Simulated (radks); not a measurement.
# Ho³⁺ in [Kr] 4d10 4f12 5s2 5p4: an all-electron calculation

Aim: the levels, the sizes of the orbitals and the parts of the energy of the holmium ion Ho3+.

The numbers are computed with radks (a radial shooting solver on a logarithmic mesh, Libxc functionals) version 1 (Dirac Kohn-Sham, PBEsol, spin-unpolarised, spherical densities, point nucleus; open shells fill j = l - 1/2 first), except any that are marked as measured or tabulated.

### 1 Starting point

```
element       : holmium (Z = 67)
charge        : +3
electrons     : 64
configuration : [Kr] 4d10 4f12 5s2 5p4
```

### 2 The run

Input:

```text
Z 67
configuration [Kr] 4d10 4f12 5s2 5p4 6s0 5d0 6p0 5f0
relativity Dirac
functional pbe_sol,pbe_sol
spin unpolarised
j_filling energy
nucleus point
c 137.035999084
```

What does the calculation give?

As calculated:

```
                        quantity                   value
                    total energy     -12621.2580 hartree
exchange-correlation share of it                  2.12 %
                            −T/E                  1.1004
          highest occupied level       4f7/2, -27.736 eV
    most extended occupied level  5p3/2, <r> = 1.52 bohr
 radius at density 0.001 e/bohr³               3.22 bohr
    maxima of the radial density                       4
```

**Reading.** 5 principal shells are occupied and 4 maxima appear in the radial density; where shells overlap, one shows as a shoulder or not at all. −T/E is 1.100: with relativity the kinetic term as defined here no longer equals −E. This is not the tabulated ground configuration, so its levels and sizes aren't those of the ground state, and no measured value stands beside it.
